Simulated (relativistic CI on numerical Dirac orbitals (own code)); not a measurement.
# Tb I (Tb): levels and lines

What are the lowest levels and the strongest lines of Tb? One CI run answers it; further runs change one setting each.

Program: relativistic CI on numerical Dirac orbitals (own code) version 3. Level of theory: Dirac-Coulomb-Breit CI, KLI orbitals optimised for each configuration, model QED (radiative potential, 1s self-energy scaled to tabulated hydrogen-like ionisation energies), valence Slater integrals scaled by 0.85, P86 correlation energy added to each configuration. These are calculated values, not measurements, unless marked.

### Step 1. Starting point

```
ion                       : Tb (Tb I)
nuclear charge            : 65
electrons                 : 65
isotope                   : A = 159
first configuration typed : [Xe] 4f9 6s2
```

The outer shells:

first configuration typed
```
[Xe] core
4f [↑↓][↑↓][↑ ][↑ ][↑ ][↑ ][↑ ]
6s [↑↓]
```

### Step 2. CI with the chosen configurations

Settings of the run:

```ini
atom Tb  Z=65  charge=0  electrons=65
nucleus A=159  rms_radius_fm=5.0600
hamiltonian dirac-coulomb  breit=on  qed=on  c_scale=1
orbitals kli  potential=per-configuration
slater_scale 0.85
correlation p86
mixing on
configurations
  [Xe] 4f9 6s2
  [Xe] 4f8 5d 6s2
  [Xe] 4f9 5d 6s
  [Xe] 4f9 6s 7s
  [Xe] 4f10 5g
  [Xe] 4f8 6s2 8s
  [Xe] 4f9 7s2
  [Xe] 4f11
end
```

### Step 4. Slater integrals scaled by 1

Changes to the settings of step 2:

```diff
@@ -4,3 +4,3 @@
 orbitals kli  potential=per-configuration
-slater_scale 0.85
+slater_scale 1
 correlation p86
```

### Step 5. No correlation estimate

Changes to the settings of step 4:

```diff
@@ -4,4 +4,4 @@
 orbitals kli  potential=per-configuration
-slater_scale 1
-correlation p86
+slater_scale 0.85
+correlation none
 mixing on
```

### Step 6. Without the Breit term

Changes to the settings of step 5:

```diff
@@ -2,6 +2,6 @@
 nucleus A=159  rms_radius_fm=5.0600
-hamiltonian dirac-coulomb  breit=on  qed=on  c_scale=1
+hamiltonian dirac-coulomb  breit=off  qed=on  c_scale=1
 orbitals kli  potential=per-configuration
 slater_scale 0.85
-correlation none
+correlation p86
 mixing on
```

### Step 7. The first configuration alone

Settings of the run:

```ini
atom Tb  Z=65  charge=0  electrons=65
nucleus A=159  rms_radius_fm=5.0600
hamiltonian dirac-coulomb  breit=on  qed=on  c_scale=1
orbitals kli  potential=per-configuration
slater_scale 0.85
correlation p86
mixing on
configurations
  [Xe] 4f9 6s2
end
```

(Steps that only read results are left out.)

**Question.** What will these runs give? Wanted: lowest level; first excitation; lowest level of the other parity; fastest E1 line; mean error of paired levels.

**Answer**, as computed:

| run | time | mean size of shift, levels followed (cm⁻¹) | lowest level | mean error to measured (cm⁻¹) |
| --- | --- | --- | --- | --- |
| main run | 27 s | 0 | 4f8 6s2 5d 8G13/2 | 157 |
| Slater integrals scaled by 1 | 28 s | 143 | 4f8 6s2 5d 8G13/2 | 160 |
| no correlation estimate | 28 s | 0.0 | 4f8 6s2 5d 8G13/2 | 157 |
| without the Breit term | 26 s | 48.8 | 4f8 6s2 5d 8G13/2 | 316 |
| the first configuration alone | 0.79 s | - | 4f9 6H°15/2 | 158 |

| quantity | value |
| --- | --- |
| lowest level | 4f8 6s2 5d 8G13/2 |
| first excitation | 4f8 6s2 5d 8G15/2, 195.0 cm⁻¹ |
| lowest level of the other parity | 4f9 6s2 6H°15/2, 16506.9 cm⁻¹ |
| levels in the model | 9766 |
| fastest E1 line (by rate) to the lowest level among the lowest 400 of 9766 levels | 605.8 nm, from 4f9 6s2 6H°15/2 |
| mean error of paired levels | 157 cm⁻¹ over 3 |

In words: The lowest level is 4f8 6s2 5d 8G13/2, 60 % pure in LS and 24 % in jj coupling; over the low levels the means are 61 and 31 %, so LS coupling describes them better. Of the changes tried, the run «Slater integrals scaled by 1» moves the low levels most, by 143 cm⁻¹ on average. No change brings the levels clearly nearer the measured ones. The scale of 0.85 was itself chosen against such measured levels. Near neutrality, missing correlation can shift configurations against each other by thousands of cm⁻¹. The computed lowest level is not the ground level that NIST tabulates (4f9 6s2 6H°15/2), so the order of the lowest levels is not to be trusted. Lifetimes count radiative decay inside the model alone.
